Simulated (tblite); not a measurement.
# C5H14GeN2: the cost of one run

Programs: tblite 0.8.0 and PySCF 2.14.0, with density-fitted response routines of our own. Each step states its level of theory. These are calculated values for one molecule in the gas phase, unless marked as measured. Atoms are numbered from 0 throughout.

**1. Starting geometry**

22 atoms, charge 0, multiplicity 1; geometry from: force field or distance geometry start.

Bonds of the start (Å): C0–C1 1.33, C1–C2 1.52, C2–N3 1.48, N3–C4 1.47, C4–C5 1.53, N3–N6 1.42, N6–Ge7 1.86, C0–H8 1.09, C0–H9 1.07, C1–H10 1.09, C2–H11 1.11, C2–H12 1.12, C4–H13 1.11, C4–H14 1.12, C5–H15 1.11, C5–H16 1.12, C5–H17 1.11, N6–H18 1.06, Ge7–H19 1.55, Ge7–H20 1.55, Ge7–H21 1.55.

**2. Relaxing the molecule with GFN2-xTB**

The job: settings as JSON, then the geometry in Å.

```
{"job": {"kind": "relax", "xc": "GFN2-xTB", "basis": "xTB"}, "charge": 0, "multiplicity": 1}
C     -2.190000    -0.811800    -1.388700
C     -2.182600    -0.710100    -0.065300
C     -0.909900    -0.966400     0.731300
N      0.119100     0.036800     0.359300
C     -0.118700     1.315000     1.052000
C      0.706600     2.420800     0.392900
N      1.408300    -0.427200     0.733300
Ge     2.180300    -1.231200    -0.759700
H     -3.115800    -0.632800    -1.929600
H     -1.304900    -1.065000    -1.938700
H     -3.094300    -0.465500     0.473400
H     -0.576700    -1.996800     0.493900
H     -1.147600    -0.926800     1.828300
H      0.137300     1.246400     2.124900
H     -1.190800     1.618100     0.961200
H      1.793500     2.220100     0.533000
H      0.477100     3.398600     0.877500
H      0.473900     2.482000    -0.687800
H      1.364000    -1.126600     1.522300
H      3.607700    -1.722600    -0.407200
H      1.306500    -2.435900    -1.206800
H      2.246400    -0.199700    -1.915400
```

Run with:

```
$ OMP_NUM_THREADS=1 python probes_run.py task.json out
```

One launch serves the whole session: the jobs run in the order shown.

Q: Estimate the wall time of this first job on 1 thread of Arm Neoverse V1, shared host.

About 1.4 s.
